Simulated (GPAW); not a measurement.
# GaGe3 (Fm-3m) in GPAW: convergence with plane-wave cutoff (eV)

Aim: find how far plane-wave cutoff (eV) must go before the results for GaGe3 settle, at PBE. This setting moves, with any that are tied to it; all else stays.

Everything below comes from runs of GPAW 26.7.0. Logs are shortened: lines on timing, memory, paths and dates and some standing lists are left out, and cuts for length are marked. The log counts tension as positive stress, the text compression.

### Step 1. The crystal as given

It takes space group Fm-3m (No. 225, cubic). Conventional cell: a = 6.774 Å, b = 6.774 Å, c = 6.774 Å, α = 90.00°, β = 90.00°, γ = 90.00°. Ge (site symmetry m-3m) has 8 Ge at 2.93 Å as nearest neighbours. Ge (site symmetry -43m) has 4 Ge at 2.93 Å and 4 Ga at 2.93 Å as nearest neighbours. Ga (site symmetry m-3m) is surrounded by 8 Ge at 2.93 Å.

The cell comes from a database or a generator and needn't be the stable form of this composition.

### Step 2. With plane-wave cutoff (eV) 200

Input file run.py:

```python
from ase import Atoms
from ase.dft.bandgap import bandgap
from ase.io import write
from ase.units import GPa
from gpaw import GPAW, PW

atoms = Atoms(['Ge', 'Ge', 'Ge', 'Ga'],
              cell=[[0.0, 3.387167, 3.387167],
                    [3.387167, 0.0, 3.387167],
                    [3.387167, 3.387167, 0.0]],
              scaled_positions=[[0.5, 0.5, 0.5],
                                [0.75, 0.75, 0.75],
                                [0.25, 0.25, 0.25],
                                [0.0, 0.0, 0.0]],
              pbc=True)

calc = GPAW(mode=PW(200),
            xc='PBE',
            kpts={'size': (7, 7, 7), 'gamma': True},
            occupations={'name': 'fermi-dirac', 'width': 0.05},
            nbands=18,
            convergence={'density': 1e-05, 'energy': 1e-05},
            maxiter=100,
            txt='gpaw.txt')
atoms.calc = calc
energy = atoms.get_potential_energy()
forces = atoms.get_forces()
stress = atoms.get_stress()
calc.write('gs.gpw')
write('result.traj', atoms)
print(f'Energy: {energy:.6f} eV')
print('Forces (eV/A):')
print(forces.round(4))
print('Stress (GPa):', (stress / GPa).round(3))
print('Fermi level:', round(calc.get_fermi_level(), 4), 'eV')
print(f'Gap: {bandgap(calc)[0]:.4f} eV, direct: {bandgap(calc, direct=True)[0]:.4f} eV')
```

Potentials or basis: GPAW PAW data sets (gpaw-data 1.2.1), pw.

Launch:

```bash
> OMP_NUM_THREADS=1 python run.py
```

It took 4.3 s on 1 thread of Arm Neoverse V2, shared host; peak memory 0.13 GiB.

What came out:

```yaml
Free_energy: -15.5220 eV
Pressure: -0.8 GPa
Band_gap_on_the_k_mesh: none (metal or under the smearing width)
```

### Step 3. With plane-wave cutoff (eV) 250

Changes to run.py since step 2:

```diff
@@ -16,3 +16,3 @@
 
-calc = GPAW(mode=PW(200),
+calc = GPAW(mode=PW(250),
             xc='PBE',
```

Potentials or basis: GPAW PAW data sets (gpaw-data 1.2.1), pw.

Launch:

```bash
> OMP_NUM_THREADS=1 python run.py
```

Wall time 6.4 s (1 thread of Arm Neoverse V2, shared host); peak memory 0.13 GiB.

What came out:

```yaml
Free_energy: -15.5475 eV
Pressure: -0.9 GPa
Band_gap_on_the_k_mesh: none (metal or under the smearing width)
```

### Step 4. With plane-wave cutoff (eV) 300

Changes to run.py since step 3:

```diff
@@ -16,3 +16,3 @@
 
-calc = GPAW(mode=PW(250),
+calc = GPAW(mode=PW(300),
             xc='PBE',
```

Launch:

```bash
> OMP_NUM_THREADS=1 python run.py
```

Run time: 6.3 s. Hardware: 1 thread of Arm Neoverse V2, shared host; peak memory 0.14 GiB.

Results:

| Property | Result |
| --- | --- |
| Free energy | -15.5618 eV |
| Pressure | -0.8 GPa |
| Band gap on the k mesh | none (metal or under the smearing width) |

### Step 5. With plane-wave cutoff (eV) 350

Changes to run.py since step 4:

```diff
@@ -16,3 +16,3 @@
 
-calc = GPAW(mode=PW(300),
+calc = GPAW(mode=PW(350),
             xc='PBE',
```

Launch:

```bash
> OMP_NUM_THREADS=1 python run.py
```

Wall time 9.1 s (1 thread of Arm Neoverse V2, shared host); peak memory 0.14 GiB.

What came out:

- Free energy: -15.5644 eV
- Pressure: -0.7 GPa
- Band gap on the k mesh: none (metal or under the smearing width)

### Step 6. With plane-wave cutoff (eV) 400

Changes to run.py since step 5:

```diff
@@ -16,3 +16,3 @@
 
-calc = GPAW(mode=PW(350),
+calc = GPAW(mode=PW(400),
             xc='PBE',
```

Potentials or basis: GPAW PAW data sets (gpaw-data 1.2.1), pw.

Launch:

```bash
> OMP_NUM_THREADS=1 python run.py
```

Wall time 11 s (1 thread of Arm Neoverse V2, shared host); peak memory 0.15 GiB.

Results:

```yaml
Free_energy: -15.5668 eV
Pressure: -0.8 GPa
Band_gap_on_the_k_mesh: none (metal or under the smearing width)
```

### Step 7. With plane-wave cutoff (eV) 500

Changes to run.py since step 6:

```diff
@@ -16,3 +16,3 @@
 
-calc = GPAW(mode=PW(400),
+calc = GPAW(mode=PW(500),
             xc='PBE',
```

Launch:

```bash
> OMP_NUM_THREADS=1 python run.py
```

It took 11 s on 1 thread of Arm Neoverse V2, shared host; peak memory 0.16 GiB.

The run converged. Its results:

```
Free energy            : -15.5728 eV
Pressure               : -0.8 GPa
Band gap on the k mesh : none (metal or under the smearing width)
```

### Step 8. With plane-wave cutoff (eV) 600

Changes to run.py since step 7:

```diff
@@ -16,3 +16,3 @@
 
-calc = GPAW(mode=PW(500),
+calc = GPAW(mode=PW(600),
             xc='PBE',
```

Launch:

```bash
> OMP_NUM_THREADS=1 python run.py
```

It took 17 s on 1 thread of Arm Neoverse V2, shared host; peak memory 0.17 GiB.

Results (log left out):

| Item | Value |
| --- | --- |
| Free energy | -15.5765 eV |
| Pressure | -0.8 GPa |
| Band gap on the k mesh | none (metal or under the smearing width) |

### Step 9. With plane-wave cutoff (eV) 800

Changes to run.py since step 8:

```diff
@@ -16,3 +16,3 @@
 
-calc = GPAW(mode=PW(600),
+calc = GPAW(mode=PW(800),
             xc='PBE',
```

Potentials or basis: GPAW PAW data sets (gpaw-data 1.2.1), pw.

Launch:

```bash
> OMP_NUM_THREADS=1 python run.py
```

It took 20 s on 1 thread of Arm Neoverse V2, shared host; peak memory 0.21 GiB.

It converged, with:

| Quantity | Value |
| --- | --- |
| Free energy | -15.5817 eV |
| Pressure | -0.8 GPa |
| Band gap on the k mesh | none (metal or under the smearing width) |

### Step 10. With plane-wave cutoff (eV) 1000

Changes to run.py since step 9:

```diff
@@ -16,3 +16,3 @@
 
-calc = GPAW(mode=PW(800),
+calc = GPAW(mode=PW(1000),
             xc='PBE',
```

Potentials or basis: GPAW PAW data sets (gpaw-data 1.2.1), pw.

Launch:

```bash
> OMP_NUM_THREADS=1 python run.py
```

gpaw.txt:

```text
__  _  _
 | _ |_)|_||  |
 |__||  | ||/\| - 26.7.0

Input parameters:
  mode=PW(ecut=1000.0),
  convergence={'density': 1e-05, 'energy': 1e-05},
  kpts=MonkhorstPack(size=(7, 7, 7), gamma=True),
  maxiter=100,
  nbands=18,
  occupations=Occupations(name='fermi-dirac', width=0.05),
  xc=XC(name='PBE')

Diagonalizing LCAO Hamiltonian
Converting LCAO to pw mode

                       Ge

                  Ge

            Ge

       Ga

Atoms  # Å, Bohr magnetons
|   | symbol |        x |        y |        z |    initial magnetic moments |
|---|--------|----------|----------|----------|-----------------------------|
| 0 |     Ge | 3.387167 | 3.387167 | 3.387167 | ( 0.0000,  0.0000,  0.0000) |
| 1 |     Ge | 5.080750 | 5.080750 | 5.080750 | ( 0.0000,  0.0000,  0.0000) |
| 2 |     Ge | 1.693583 | 1.693583 | 1.693583 | ( 0.0000,  0.0000,  0.0000) |
| 3 |     Ga | 0.000000 | 0.000000 | 0.000000 | ( 0.0000,  0.0000,  0.0000) |

Unit cell  # Å
| periodic |        x |        y |        z |  lengths |    angles |
|----------|----------|----------|----------|----------|-----------|
|      yes | 0.000000 | 3.387167 | 3.387167 | 4.790178 | 60.000000 |
|      yes | 3.387167 | 0.000000 | 3.387167 | 4.790178 | 60.000000 |
|      yes | 3.387167 | 3.387167 | 0.000000 | 4.790178 | 60.000000 |

Number of symmetries: 48
Symmetry operations  # r_c * U_cc + t_c -> r_c
|    | kind |            matrix            |
|----|------|------------------------------|
|  0 |  σ   |  1, 0, 0,  1, 0,-1,  1,-1, 0 |
|  1 |  C2  |  1, 0, 0,  1,-1, 0,  1, 0,-1 |
|  2 |  E   |  1, 0, 0,  0, 1, 0,  0, 0, 1 |
|  3 |  σ   |  1, 0, 0,  0, 0, 1,  0, 1, 0 |
|  4 |  C4  |  1, 0,-1,  1, 0, 0,  1,-1, 0 |
|  5 |  S6  |  1, 0,-1,  1,-1, 0,  1, 0, 0 |
|  6 |  σ   |  1, 0,-1,  0, 1,-1,  0, 0,-1 |
|  7 |  C3  |  1, 0,-1,  0, 0,-1,  0, 1,-1 |
|  8 |  S6  |  1,-1, 0,  1, 0, 0,  1, 0,-1 |
|  9 |  C4  |  1,-1, 0,  1, 0,-1,  1, 0, 0 |
| 10 |  C3  |  1,-1, 0,  0,-1, 1,  0,-1, 0 |
| 11 |  σ   |  1,-1, 0,  0,-1, 0,  0,-1, 1 |
| 12 |  σ   |  0, 1, 0,  1, 0, 0,  0, 0, 1 |
| 13 |  C4  |  0, 1, 0,  0, 1,-1, -1, 1, 0 |
| 14 |  C3  |  0, 1, 0,  0, 0, 1,  1, 0, 0 |
| 15 |  S6  |  0, 1, 0, -1, 1, 0,  0, 1,-1 |
| 16 |  C2  |  0, 1,-1,  1, 0,-1,  0, 0,-1 |
| 17 |  σ   |  0, 1,-1,  0, 1, 0, -1, 1, 0 |
| 18 |  S4  |  0, 1,-1,  0, 0,-1,  1, 0,-1 |
| 19 |  C4  |  0, 1,-1, -1, 1, 0,  0, 1, 0 |
| 20 |  C3  |  0, 0, 1,  1, 0, 0,  0, 1, 0 |
| 21 |  σ   |  0, 0, 1,  0, 1, 0,  1, 0, 0 |
| 22 |  S6  |  0, 0, 1,  0,-1, 1, -1, 0, 1 |
| 23 |  C4  |  0, 0, 1, -1, 0, 1,  0,-1, 1 |
| 24 |  S4  |  0, 0,-1,  1, 0,-1,  0, 1,-1 |
| 25 |  C3  |  0, 0,-1,  0, 1,-1,  1, 0,-1 |
| 26 |  C2  |  0, 0,-1,  0,-1, 0, -1, 0, 0 |
| 27 |  S6  |  0, 0,-1, -1, 0, 0,  0,-1, 0 |
| 28 |  S4  |  0,-1, 1,  1,-1, 0,  0,-1, 0 |
| 29 |  C4  |  0,-1, 1,  0, 0, 1, -1, 0, 1 |
| 30 |  C2  |  0,-1, 1,  0,-1, 0,  1,-1, 0 |
| 31 |  σ   |  0,-1, 1, -1, 0, 1,  0, 0, 1 |
| 32 |  C3  |  0,-1, 0,  1,-1, 0,  0,-1, 1 |
| 33 |  S6  |  0,-1, 0,  0, 0,-1, -1, 0, 0 |
| 34 |  S4  |  0,-1, 0,  0,-1, 1,  1,-1, 0 |
| 35 |  C2  |  0,-1, 0, -1, 0, 0,  0, 0,-1 |
| 36 |  C2  | -1, 1, 0,  0, 1, 0,  0, 1,-1 |
| 37 |  S6  | -1, 1, 0,  0, 1,-1,  0, 1, 0 |
| 38 |  S4  | -1, 1, 0, -1, 0, 1, -1, 0, 0 |
| 39 |  C3  | -1, 1, 0, -1, 0, 0, -1, 0, 1 |
| 40 |  S6  | -1, 0, 1,  0, 0, 1,  0,-1, 1 |
| 41 |  C2  | -1, 0, 1,  0,-1, 1,  0, 0, 1 |
| 42 |  C3  | -1, 0, 1, -1, 1, 0, -1, 0, 0 |
| 43 |  S4  | -1, 0, 1, -1, 0, 0, -1, 1, 0 |
| 44 |  C2  | -1, 0, 0,  0, 0,-1,  0,-1, 0 |
| 45 |  i   | -1, 0, 0,  0,-1, 0,  0, 0,-1 |
| 46 |  σ   | -1, 0, 0, -1, 1, 0, -1, 0, 1 |
| 47 |  C2  | -1, 0, 0, -1, 0, 1, -1, 1, 0 |

BZ-sampling:
  Number of BZ points: 343
  Number of IBZ points: 20

  Monkhorst-Pack size: [7, 7, 7]
  Monkhorst-Pack shift: [0, 0, 0]

K-points  # in reciprocal-cell coordinates
|     |                                coordinates |     weight |
|-----|--------------------------------------------|------------|
|   0 | (  0.00000000,   0.00000000,   0.00000000) | 0.00291545 |
|   1 | (  0.14285714,   0.14285714,   0.00000000) | 0.01749271 |
|   2 | (  0.14285714,   0.14285714,   0.14285714) | 0.02332362 |
|   3 | (  0.28571429,   0.14285714,   0.14285714) | 0.03498542 |
|   4 | (  0.28571429,   0.28571429,   0.00000000) | 0.01749271 |
|   5 | (  0.28571429,   0.28571429,   0.14285714) | 0.06997085 |
|   6 | (  0.28571429,   0.28571429,   0.28571429) | 0.02332362 |
|   7 | (  0.42857143,  -0.28571429,  -0.28571429) | 0.03498542 |
|   8 | (  0.42857143,   0.28571429,  -0.42857143) | 0.13994169 |
|   9 | (  0.42857143,   0.28571429,  -0.28571429) | 0.06997085 |
| ... |                                            |            |
|  19 | (  0.42857143,   0.42857143,   0.42857143) | 0.02332362 |

Plane wave coefficients: 5624
Cutoff: 1000.0 eV

Spin-components: 1 (collinear spins)
Bands:           18
Projectors:      20
Spin-degeneracy: 2
Datatype:        complex128

Parallelization:
  kpt:    1
  domain: 1
  band:   1

Density:
  Valence electrons: 15.0
  Components: 1
  Grid points: [35 35 35]
  Charge: 0.0  # |e|

Potential:
  Grid points: [35 35 35]

species:
  Ge:
    name:    Germanium
    Z:       32.0
    valence: 4
    core:    28
    charge:  0.0  # [|e|]
    compensation charges:
      type: gauss
      rc: 0.32  # [Å]
      lmax: 2
    cutoffs:
      filter: 1.77  # [Å]
      core: 3.42  # [Å]
    projectors
    | kind |    occ | energy [eV] | rcut [Å] |
    |------|--------|-------------|----------|
    |   4s |  2.000 |     -11.726 |    1.005 |
    |   4p |  2.000 |      -3.896 |    1.005 |
    |    s |        |      15.485 |    1.005 |
    |    p |        |      23.315 |    1.005 |
    |    d |        |       0.000 |    1.005 |

    Using partial waves for Ge as LCAO basis

  Ga:
    name:    Gallium
    Z:       31.0
    valence: 3
    core:    28
    charge:  0.0  # [|e|]
    compensation charges:
      type: gauss
      rc: 0.37  # [Å]
      lmax: 2
    cutoffs:
      filter: 2.06  # [Å]
      core: 4.17  # [Å]
    projectors
    | kind |    occ | energy [eV] | rcut [Å] |
    |------|--------|-------------|----------|
    |   4s |  2.000 |      -8.945 |    1.164 |
    |   4p |  1.000 |      -2.580 |    1.164 |
    |    s |        |      18.266 |    1.164 |
    |    p |        |      24.631 |    1.164 |
    |    d |        |       0.000 |    1.164 |

    Using partial waves for Ga as LCAO basis

Reference energy: -224177.585086  # eV

eigensolver:
  PPCG
  Converge bands: occupied
  niter=2

density mixing:
  MSR1-Mixer
  Pratt-step length: 0.05
  Maximum mixing coefficient: 0.75
  Old densities: 10
  SVD Regularization: 0.005
  Good broyden scale: 1.0
  Trust region scale: 1.0
  Backstep threshold: 4.0
  History deletion threshold: 6.0
  Fourier metric: weight=20.0, sigma=0.015

occupation numbers:
  Fermi-Dirac:
    width: 0.0500  # eV

poisson solver:
  ecut: 8000.0  # eV

xc functional:
  name: PBE with 2 nearest neighbor stencil

convergence criteria:
- Maximum integral of absolute [dens]ity change: 1e-05 electrons / valence electron
- Maximum [total energy] change in last 3 cyles: 1e-05 eV / valence electron
- Maximum integral of absolute [eigenst]ate change: 4e-08 eV^2 / valence electron
maximum number of iterations: 100

SCF iterations
|iter     | |      energy | eigst |  dens |
|---------|-|-------------|-------|-------|
|iter:   1| |  -15.633004 | -0.66 |       |
|iter:   2| |  -15.628307 | -3.04 | -1.23 |
|iter:   3| |  -15.581754 | -3.39 | -1.26 |
|iter:   4| |  -15.578592 | -4.26 | -1.85 |
|iter:   5| |  -15.578598 | -6.12 | -2.82 |
|iter:   6| |  -15.578592c| -6.46 | -3.18 |
|iter:   7| |  -15.578593c| -8.09c| -4.01 |
|iter:   8| |  -15.578593c| -8.72c| -4.92 |
|iter:   9| |  -15.578593c| -9.14c| -5.33c|

Converged in 9 steps
Energy contributions relative to reference atoms: (reference = -224177.585086)

Energy contributions:
  Kinetic:          24.948740
  Coulomb:         -22.489489
  Zero:             -0.002702
  External:          0.000000
  Xc:              -18.030533
  Entropy:          -0.009219
  Spinorbit:         0.000000
  ----------------------------
  Free energy:     -15.583203
  Extrapolated:    -15.578593

dipole moment: (-17.470935, -17.470935, -17.470935)  # |e|*Ang

Fermi level: 7.133
Eigenvalues  # (at kpt = [0.000, 0.000, 0.000])
| band index |      eig [eV] | occ [0-2] |
|------------|---------------|-----------|
|          0 |        -5.304 |     2.000 |
|        ... |               |           |
|          2 |         2.560 |     2.000 |
|          3 |         5.584 |     2.000 |
|          4 |         5.584 |     2.000 |
|          5 |         5.584 |     2.000 |
|          6 |         5.888 |     2.000 |
|          7 |         5.888 |     2.000 |
[... 8 lines left out ...]
|         16 |        16.907 |     0.000 |
|         17 |        16.907 |     0.000 |

No gap
No difference between direct/indirect transitions

Forces  # eV/Ang
|       x |        y |        z |
|---------|----------|----------|
| 0.00000 | -0.00000 | -0.00000 |  # Ge   0
| 0.00000 |  0.00000 |  0.00000 |  # Ge   1
| 0.00000 |  0.00000 |  0.00000 |  # Ge   2
| 0.00000 | -0.00000 | -0.00000 |  # Ga   3

Stress tensor  # eV/Ang^3
|        x |         y |         z |
|----------|-----------|-----------|
| 0.004651 |  0.000000 |  0.000000 |
| 0.000000 |  0.004651 | -0.000000 |
| 0.000000 | -0.000000 |  0.004651 |

# Writing to gs.gpw (mode='')
```

Wall time 35 s (1 thread of Arm Neoverse V2, shared host); peak memory 0.24 GiB.

Results:

| Quantity | Value |
| --- | --- |
| Free energy | -15.5832 eV |
| Pressure | -0.7 GPa |
| Band gap on the k mesh | none (metal or under the smearing width) |

### Step 11. The series at a glance

```csv
plane-wave cutoff (eV),"energy less the tightest run, at zero smearing (meV/atom)",pressure (GPa),SCF cycles,CPU time (s),peak memory (GiB)
200,15.32,-0.81,9,4.3,0.13
250,8.93,-0.85,9,6.4,0.13
300,5.36,-0.76,9,6.3,0.14
350,4.70,-0.73,9,9.1,0.14
400,4.10,-0.76,9,11,0.15
500,2.59,-0.76,9,11,0.16
600,1.68,-0.77,9,17,0.17
800,0.37,-0.76,9,20,0.21
1000,0.00,-0.75,9,35,0.24
```

Against the tightest run, the energy stays within 1 meV/atom from 800 on; the pressure stays within 0.1 GPa from 300 on. The tightest run that finished is the yardstick and may itself not be fully converged.
